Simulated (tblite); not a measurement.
# C6H13BN2S: the cost of one run

Programs: tblite 0.8.0 and PySCF 2.14.0, with density-fitted response routines of our own. Each step states its level of theory. These are calculated values for one molecule in the gas phase, unless marked as measured. Atoms count from 0, in the outputs and in this text.

## (1) The molecule as given

23 atoms, charge 0, multiplicity 1; geometry from: force field or distance geometry start.

Bonds of the start (Å): C0–B1 1.59, B1–N2 1.56, N2–C3 1.43, C3–C4 1.49, C4–C5 1.47, C5–N6 1.16, C3–C7 1.53, C7–S8 1.78, S8–C9 1.76, S8–B1 1.88, C0–H10 1.11, C0–H11 1.12, C0–H12 1.10, B1–H13 1.16, N2–H14 1.05, C3–H15 1.13, C4–H16 1.11, C4–H17 1.11, C7–H18 1.10, C7–H19 1.11, C9–H20 1.11, C9–H21 1.12, C9–H22 1.10.

## (2) Relaxing the molecule with GFN2-xTB

The job: settings as JSON, then the geometry in Å.

```
{"job": {"kind": "relax", "xc": "GFN2-xTB", "basis": "xTB"}, "charge": 0, "multiplicity": 1}
C     -1.781900    -1.813800    -0.022600
B     -1.302600    -0.467800    -0.723800
N      0.147900    -0.686100    -1.254000
C      1.028500    -0.457600    -0.152800
C      2.471000    -0.731200    -0.398600
C      3.195500    -0.447300     0.853400
N      3.753400    -0.231500     1.845600
C      0.778000     0.975300     0.333500
S     -0.955100     0.736700     0.674400
C     -1.925900     2.199400     0.552300
H     -2.538900    -1.530000     0.738700
H     -0.955900    -2.323600     0.534300
H     -2.265700    -2.491400    -0.737200
H     -2.016200    -0.051800    -1.536700
H      0.325600     0.007400    -2.021800
H      0.684600    -1.111700     0.700400
H      2.613500    -1.813500    -0.576100
H      2.893200    -0.117900    -1.226700
H      1.372600     1.233600     1.224200
H      0.963500     1.631200    -0.537900
H     -1.433400     3.005100     1.127100
H     -2.888300     1.990400     1.083500
H     -2.168300     2.522900    -0.469200
```

Launch:

```console
> OMP_NUM_THREADS=1 python probes_run.py task.json out
```

The driver reads the jobs from task.json and runs them one after another.

Q: Estimate the wall time and peak memory of this first job on 1 thread of Arm Neoverse N1, shared host.

About 2.4 s, with a peak of 0.18 GiB.
